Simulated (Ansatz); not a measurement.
# H₅NOSn (built from SMILES [NH2][SnH2][OH]): a barrier at many levels of theory

How high is the barrier of this step (O2–H4 formed, Sn1–O2 loosened, N3–H4 broken), and how far do cheaper methods land from CCSD(T)?

Computed with Ansatz 0.2.0, Gaussian basis. Level: single points in def2-TZVPP on PBE0-D4/def2-TZVP structures.

Levels: SPW92, PBE-D4, BLYP-D4, r2SCAN-D4, B97M-V, PBE0-D4, B3LYP-D4, r2SCAN0-D4, BHLYP-D4, CAM-B3LYP-D4, wB97X-V, wB97M-V, B2PLYP, PBE-QIDH, RPA on PBE, Hartree-Fock, MP2, CCSD, CCSD(T). The reference is CCSD(T) at the basis limit, from triple and quadruple zeta. Zero-point energies come from PBE0-D4 vibrations.

Correlated methods freeze the cores. Filled d shells of the heavier atoms are correlated. Core potentials replace the inner electrons past krypton, and spin-orbit coupling is left out. B3LYP uses VWN-RPA correlation. B2PLYP carries no dispersion term here.

42 further runs of the same task are left out: 42 set aside as unsound or not needed.

## Step 1: The three structures

Charge 0, multiplicity 1. The folders r, ts and p hold the start, the saddle and the end; their coordinates stand in the first inputs.

```
  pair  r (Å)  ts (Å)  p (Å)
 O2–H4  3.654   1.065  0.992
Sn1–O2  1.975   2.258  2.401
 N3–H4  1.011   1.628  2.043
```

## Step 2: SPW92/def2-TZVPP

Contents of r/in.yaml:

```yaml
crystal:
  periodic: [false, false, false]
  atoms:
    - {symbol: Sn, position_ang: [-0.046452, 0.434739, 0.574683]}
    - {symbol: O, position_ang: [1.763923, -0.351481, 0.643932]}
    - {symbol: N, position_ang: [-1.205605, -0.441205, -0.825743]}
    - {symbol: H, position_ang: [-0.966804, -0.205763, -1.779634]}
    - {symbol: H, position_ang: [0.077302, 2.083101, 0.151173]}
    - {symbol: H, position_ang: [-0.668202, 0.067955, 2.109032]}
    - {symbol: H, position_ang: [2.304805, -0.138719, -0.119416]}
    - {symbol: H, position_ang: [-1.258969, -1.448726, -0.754027]}
basis:
  gaussian: {orbitals: def2-TZVPP}
hamiltonian: {xc: lda}
```

Contents of ts/in.yaml:

```yaml
crystal:
  periodic: [false, false, false]
  atoms:
    - {symbol: Sn, position_ang: [-0.500237, 0.531307, 0.641887]}
    - {symbol: O, position_ang: [1.316372, -0.538688, -0.167543]}
    - {symbol: N, position_ang: [-1.047840, -0.318553, -1.017666]}
    - {symbol: H, position_ang: [0.520491, -0.722035, -0.851495]}
    - {symbol: H, position_ang: [0.154399, 2.109914, 0.593097]}
    - {symbol: H, position_ang: [-0.720031, 0.032248, 2.267946]}
    - {symbol: H, position_ang: [2.036355, -0.062325, -0.595978]}
    - {symbol: H, position_ang: [-1.759509, -1.031968, -0.870249]}
basis:
  gaussian: {orbitals: def2-TZVPP}
hamiltonian: {xc: lda}
```

Contents of p/in.yaml:

```yaml
crystal:
  periodic: [false, false, false]
  atoms:
    - {symbol: Sn, position_ang: [-0.591632, 0.533773, 0.625830]}
    - {symbol: O, position_ang: [1.394509, -0.554451, -0.172620]}
    - {symbol: N, position_ang: [-1.228711, -0.242756, -1.012131]}
    - {symbol: H, position_ang: [0.744535, -0.757529, -0.893354]}
    - {symbol: H, position_ang: [0.142372, 2.075690, 0.558349]}
    - {symbol: H, position_ang: [-0.728566, 0.021706, 2.257899]}
    - {symbol: H, position_ang: [2.120947, -0.053232, -0.559492]}
    - {symbol: H, position_ang: [-1.853454, -1.023301, -0.804481]}
basis:
  gaussian: {orbitals: def2-TZVPP}
hamiltonian: {xc: lda}
```

Each run has its own folder and the same command.

Run with:

```bash
$ ansatz run in.yaml --threads 4 --pin off --events-out ev --progress --plain --max-ram 9574MiB
```

After this run come: PBE-D4/def2-TZVPP; BLYP-D4/def2-TZVPP; r2SCAN-D4/def2-TZVPP; B97M-V/def2-TZVPP; PBE0-D4/def2-TZVPP; B3LYP-D4/def2-TZVPP; r2SCAN0-D4/def2-TZVPP; BHLYP-D4/def2-TZVPP; CAM-B3LYP-D4/def2-TZVPP; wB97X-V/def2-TZVPP; wB97M-V/def2-TZVPP; B2PLYP/def2-TZVPP; PBE-QIDH/def2-TZVPP; RPA on PBE/def2-TZVPP; CCSD(T)/def2-TZVPP; MP2/def2-QZVPP; SPW92/def2-SVP; PBE-D4/def2-SVP; PBE0-D4/def2-SVP; wB97M-V/def2-SVP; CCSD(T)/def2-SVP; Vibrations of the start structure; Vibrations of the end structure.

What does the calculation give? Wanted: barrier, CCSD(T)/CBS; reverse barrier, CCSD(T)/CBS; step energy, CCSD(T)/CBS; barrier with zero-point energy; step energy with zero-point energy; imaginary mode at the saddle; largest T1 diagnostic.

The runs gave:

| quantity | value |
| --- | --- |
| barrier, CCSD(T)/CBS | 213.5 kJ/mol |
| reverse barrier, CCSD(T)/CBS | 6.9 kJ/mol |
| step energy, CCSD(T)/CBS | +206.6 kJ/mol |
| barrier with zero-point energy | 205.5 kJ/mol |
| step energy with zero-point energy | +203.5 kJ/mol |
| imaginary mode at the saddle | 342i cm⁻¹ |
| largest T1 diagnostic | 0.021 |

In words: The functionals run from B2PLYP, off by -1.4 kJ/mol, to SPW92, off by -39.0 kJ/mol, against CCSD(T)/CBS. By rung, the mean size of the error is: LDA 39.0, GGA 24.9, meta-GGA 5.3, hybrid 9.0, range-separated hybrid 10.2, double hybrid 4.6 kJ/mol. PBE-D4 gives a barrier 27.0 kJ/mol too low, outside chemical accuracy (1 kcal/mol, 4.2 kJ/mol). The barrier rises with the share of exact exchange, from BLYP-D4 through B3LYP-D4 to BHLYP-D4 (-22.7, -3.3, +23.3 kJ/mol). Hartree-Fock, with no correlation, is off by +62.4 kJ/mol. Zero-point motion lowers the barrier by 8.0 kJ/mol.
